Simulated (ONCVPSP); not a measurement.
# Pseudopotential generation for Te: ONCV, PBE

Do these settings give a usable potential? It is generated, then checked for transferability, scattering, ghosts and hardness.

The numbers are computed with ONCVPSP 4.0.1 (PBE, scalar-relativistic, spin-unpolarised reference atom).

### Step 1. Starting point

Typed settings, in words:

- element: tellurium (Te, Z = 52)
- type: optimised norm-conserving Vanderbilt (ONCV)
- frozen core: [Kr] 4d10
- valence charge: 6
- reference configuration: 5s2 5p4
- partial waves: 5s: rc 1.65 bohr, ncon 4, nbas 7, qcut 3.1 1/bohr, 2 projectors, debl 0.8 Ha; 5p: rc 1.95 bohr, ncon 4, nbas 8, qcut 4.9 1/bohr, 2 projectors, debl 3.2 Ha; d scattering state at 0.3 Ha: rc 1.85 bohr, ncon 4, nbas 7, qcut 5.8 1/bohr, 3 projectors, debl 2.9 Ha
- local potential: polynomial inside 1.50 bohr (lpopt 5, dvloc0 0 Ha)
- core correction: Teter function, fcfact 4.75, rcfact 1.05

The outer shells as boxes (Hund's rule for the drawing; the calculation is spin-unpolarised):

```
[Kr] core
4d [↑↓][↑↓][↑↓][↑↓][↑↓]
5s [↑↓]
5p [↑↓][↑ ][↑ ]
```

The nodes and maxima of the atom's own shells, from an earlier all-electron run, set the scale for the radii.

All-electron outer shells of the reference configuration (PBE, scalar-relativistic, ld1.x):

```tsv
shell	level (eV)	outermost node (bohr)	outermost maximum (bohr)
4p	-114.41	0.38	0.74
4d	-41.65	0.36	0.81
5s	-15.11	0.91	1.80
5p	-5.95	1.00	2.17
```

### Step 2. Generating the potential

Contents of Te.dat:

```
# ATOM AND REFERENCE CONFIGURATION
# atsym  z   nc   nv     iexc    psfile
  Te 52.00    9    2        4      upf
#
#   n    l    f
    1    0    2.00
    2    0    2.00
    2    1    6.00
    3    0    2.00
    3    1    6.00
    3    2   10.00
    4    0    2.00
    4    1    6.00
    4    2   10.00
    5    0    2.00
    5    1    4.00
#
# PSEUDOPOTENTIAL AND OPTIMIZATION
# lmax
    2
#
#   l,   rc,      ep,       ncon, nbas, qcut
    0    1.65    0.00    4    7    3.10
    1    1.95    0.00    4    8    4.90
    2    1.85    0.30    4    7    5.80
#
# LOCAL POTENTIAL
# lloc, lpopt,  rc(5),   dvloc0
    4    5    1.50    0.00
#
# VANDERBILT-KLEINMAN-BYLANDER PROJECTORs
# l, nproj, debl
    0    2    0.80
    1    2    3.20
    2    3    2.90
#
# MODEL CORE CHARGE
# icmod, fcfact, rcfact
    3    4.75    1.05
#
# LOG DERIVATIVE ANALYSIS
# epsh1, epsh2, depsh
   -2.00    5.00    0.02
#
# OUTPUT GRID
# rlmax, drl
    6.00    0.01
#
# TEST CONFIGURATIONS
# ncnf
    4
# nvcnf
#   n    l    f
    2
    5    0    2.00
    5    1    3.00
#
    2
    5    0    2.00
    5    1    2.00
#
    2
    5    0    2.00
    5    1    1.00
#
    2
    5    0    1.00
    5    1    5.00
#
```

Launch:

```bash
$ oncvpsp.x < Te.dat > Te.out
```

Before running it: what results should come out? Wanted: cutoffs for 1 and 0.1 mHa per electron, occupied waves; bound ghosts; GHOST(+) flags; largest test error; largest phase difference near zero energy, channels read; rms error of d²Exc/dn², without and with the model core.

The runs gave:

| quantity | value |
| --- | --- |
| cutoffs for 1 and 0.1 mHa per electron, occupied waves | 15 Ha and 29 Ha |
| bound ghosts | d at -41.98 eV |
| GHOST(+) flags | s at 1 eV |
| largest test error (AE − PS) | -38 meV, for 5s2 5p1 |
| largest phase difference near zero energy, channels read | 0.001 rad |
| rms error of d²Exc/dn², without and with the model core | 5.08 and 2.90 mHa |

What this shows: It has a bound ghost (d), a state that the atom doesn't have, and that rules the file out. Close by lies the frozen 4d level (-41.7 eV). The worst unpolarised test, 5s2 5p1, is off by 38 meV on 54.6 eV; by total energies transferability rates as fair. That test lies far up in energy; among those under 40 eV, nearer to bonding, the largest error is 19 meV. The potential is soft on the atom at that tolerance: the looser tolerance needs 15 Ha. At the looser tolerance the 5s wave is the slowest; 5p needs 8 Ha. That counts occupied waves only; other projectors can need more. Near zero energy the phases of the channels with partial waves agree within 0.001 rad. The program also flags highly localised states, GHOST(+) (s). These are tests on the free atom; a crystal test is still owed.
